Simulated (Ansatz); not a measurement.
**CH6AuNS: one species, many methods**

How much do the methods differ for CH6AuNS? The plan is to run it at one geometry with functionals of several rungs and with coupled cluster. The yardstick is the atomisation energy at the CCSD(T) limit.

The runs use Ansatz 0.2.0, Gaussian basis; functionals in def2-TZVPP, the program's frozen cores in correlated methods.

Levels to be run: LDA (SPW92), PBE-D4, revPBE-D4, BLYP-D4, r2SCAN-D4, B97M-V, PBE0-D4, B3LYP-D4, r2SCANh-D4, r2SCAN0-D4, HSE06-D4, BHLYP-D4, CAM-B3LYP-D4, LC-ωPBE, ωB97X-V, ωB97M-V, B2PLYP, PBE-QIDH; CCSD(T)/def2-SVP; CCSD(T)/def2-TZVPP; MP2/def2-QZVPP; extrapolation to the limit; RPA on PBE.

## 1. The geometry

All runs share one geometry, relaxed beforehand with PBE0-D4 in a triple-zeta def2 set. Au takes the def2 core potential; no spin-orbit term is included.

SMILES `C[S][Au-][NH3+]`, 10 atoms, charge 0, spin multiplicity 1.

Atoms are counted from 1 here; the program's logs count them from 0.

Bond lengths: C1–S2 1.817 Å, C1–H5 1.090 Å, C1–H6 1.090 Å, C1–H7 1.092 Å, S2–Au3 2.248 Å, Au3–N4 2.134 Å, N4–H8 1.014 Å, N4–H9 1.014 Å, N4–H10 1.014 Å. Angles: S2–C1–H5 111.9°, S2–C1–H6 111.9°, S2–C1–H7 106.5°, H5–C1–H6 109.5°, H5–C1–H7 108.4°, H6–C1–H7 108.4°, C1–S2–Au3 104.4°, S2–Au3–N4 177.5°, Au3–N4–H8 111.2°, Au3–N4–H9 111.2°, Au3–N4–H10 110.1°, H8–N4–H9 108.2°, H8–N4–H10 108.0°, H9–N4–H10 108.0°.

## 2. LDA

This LDA is Slater exchange with PW92 correlation.

The input, in.yaml:

```yaml
crystal:
  periodic: [false, false, false]
  atoms:
    - {symbol: C, position_ang: [0.035340, 1.955119, -1.587956]}
    - {symbol: S, position_ang: [1.431334, 1.271202, -0.648134]}
    - {symbol: Au, position_ang: [0.544683, -0.443165, 0.504082]}
    - {symbol: N, position_ang: [-0.213861, -2.086666, 1.633761]}
    - {symbol: H, position_ang: [-0.382150, 1.227614, -2.283757]}
    - {symbol: H, position_ang: [-0.752739, 2.326827, -0.933383]}
    - {symbol: H, position_ang: [0.430615, 2.794825, -2.163006]}
    - {symbol: H, position_ang: [-0.939873, -1.787492, 2.275330]}
    - {symbol: H, position_ang: [-0.601501, -2.801207, 1.027647]}
    - {symbol: H, position_ang: [0.531053, -2.508154, 2.178217]}
basis:
  gaussian: {orbitals: def2-TZVPP}
hamiltonian: {xc: lda}
output: {orbitals: {seedname: orbitals}}
```

The runs that follow: PBE-D4 (GGA); revPBE-D4 (GGA); BLYP-D4 (GGA); r2SCAN-D4 (meta-GGA); B97M-V (meta-GGA); PBE0-D4 (hybrid); B3LYP-D4 (hybrid); r2SCANh-D4 (hybrid); r2SCAN0-D4 (hybrid); HSE06-D4 (hybrid); BHLYP-D4 (hybrid); CAM-B3LYP-D4 (range-separated); LC-ωPBE-D4 (range-separated); ωB97X-V (range-separated); ωB97M-V (range-separated); B2PLYP (double hybrid); PBE-QIDH (double hybrid); CCSD(T) in def2-SVP; CCSD(T) in def2-TZVPP; MP2 in def2-QZVPP; RPA on PBE orbitals.

**Question.** What will the summary of the whole plan be? Wanted: atomisation energy, CCSD(T)/CBS; farthest beyond LDA; mean size of error, GGA; mean size of error, meta-GGA; mean size of error, hybrid; mean size of error, range-separated; mean size of error, double hybrid; gap, smallest and largest; T1 diagnostic.

The runs gave:

```
                               quantity                                 value
        atomisation energy, CCSD(T)/CBS                             33.810 eV
    functionals within 0.169 eV (0.5 %)   none; nearest r2SCAN-D4 (-0.178 eV)
                    farthest beyond LDA                  BHLYP-D4 (-1.465 eV)
                mean size of error, GGA                              0.411 eV
           mean size of error, meta-GGA                              0.273 eV
             mean size of error, hybrid                              0.616 eV
    mean size of error, range-separated                              0.356 eV
      mean size of error, double hybrid                              0.666 eV
              gap, smallest and largest  2.53 eV (BLYP-D4), 9.07 eV (LC-ωPBE)
                          T1 diagnostic                                0.0141
triples share of the correlation energy                                 3.9 %
```

What this shows: The LDA atomisation energy is off by 4.943 eV (15 %): it overbinds. PBE-D4 misses by +0.382 eV. Double hybrids carry the basis error of their MP2 part in triple zeta, and no dispersion term here, so their miss is partly the set-up's. By mean error the best rung here is meta-GGA (0.273 eV) and the worst beyond LDA is double hybrid (0.666 eV). The gap between the best rungs is small, so their order is not settled. Misses under about 0.169 eV are within the doubt on the reference itself, which lacks core-valence correlation, spin-orbit coupling and higher excitations. All levels share the lack of spin-orbit coupling, which lowers the free heavy atoms and so the true binding. Hartree-Fock recovers 68 % of the binding; the rest is correlation. CCSD(T) in def2-SVP is off by -2.540 eV, so the small basis spoils what the method gains. Orbital gaps span 2.5 to 9.1 eV; exact exchange widens them. Correlated methods include outer-core shells of Au, which these sets cover unevenly.
